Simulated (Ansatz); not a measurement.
# BFH4O2: the cost of one run

All numbers below are computed with Ansatz 0.2.0 (RKS r2SCAN/def2-SVP).

### 1 The structure to begin with

Bond lengths: B1–O3 1.410 Å, O3–H4 1.010 Å, B1–O5 1.410 Å, O5–H6 1.010 Å, B1–F7 1.620 Å. Angles: B1–O3–H4 109.5°, O3–B1–O5 120.0°, O3–B1–F7 96.8°, O5–B1–F7 101.3°, B1–O5–H6 109.5°.

As a file:

```xyz
8

B     0.0000    0.0000    0.0000
H     0.0000    0.0000    1.5400
O     1.2211    0.0000   -0.7050
H     1.5209   -0.9519   -0.8599
O    -1.2211    0.0000   -0.7050
H    -1.7308   -0.8467   -0.4965
F     0.0726    1.5356    0.5108
H     0.0410    0.8666    1.4996
```

### 2 A restrained relaxation towards end A

Springs on the bonds that form and break draw the guess towards this end; the thresholds are loose.

File input.yaml:

```yaml
crystal:
  periodic: [false, false, false]
  atoms:
    - { symbol: B, position_ang: [0.0, 0.0, 0.0] }
    - { symbol: H, position_ang: [0.0, 0.0, 1.54] }
    - { symbol: O, position_ang: [1.2211, 0.0, -0.705] }
    - { symbol: H, position_ang: [1.5209, -0.9519, -0.8599] }
    - { symbol: O, position_ang: [-1.2211, 0.0, -0.705] }
    - { symbol: H, position_ang: [-1.7308, -0.8467, -0.4965] }
    - { symbol: F, position_ang: [0.0726, 1.5356, 0.5108] }
    - { symbol: H, position_ang: [0.041, 0.8666, 1.4996] }
basis:
  gaussian: { orbitals: def2-SVP }
hamiltonian:
  xc: r2scan
relax:
  f_tol: 0.15
  max_steps: 25
  restrain:
    - { distance: [0, 6], at: 2.52, k: 30.0 }
    - { distance: [7, 1], at: 1.86, k: 30.0 }
    - { distance: [0, 1], at: 1.19, k: 30.0 }
    - { distance: [7, 6], at: 0.92, k: 30.0 }
```

Run with:

```bash
ansatz run input.yaml --threads 2 --pin off --max-ram 3072MiB --backend cpu --events-out ev --progress --plain --runs-dir out
```

What time and memory should one allow on 2 threads of AMD EPYC 7R43 (Zen 3), shared host?

About 19 s, with a peak of 0.16 GiB.
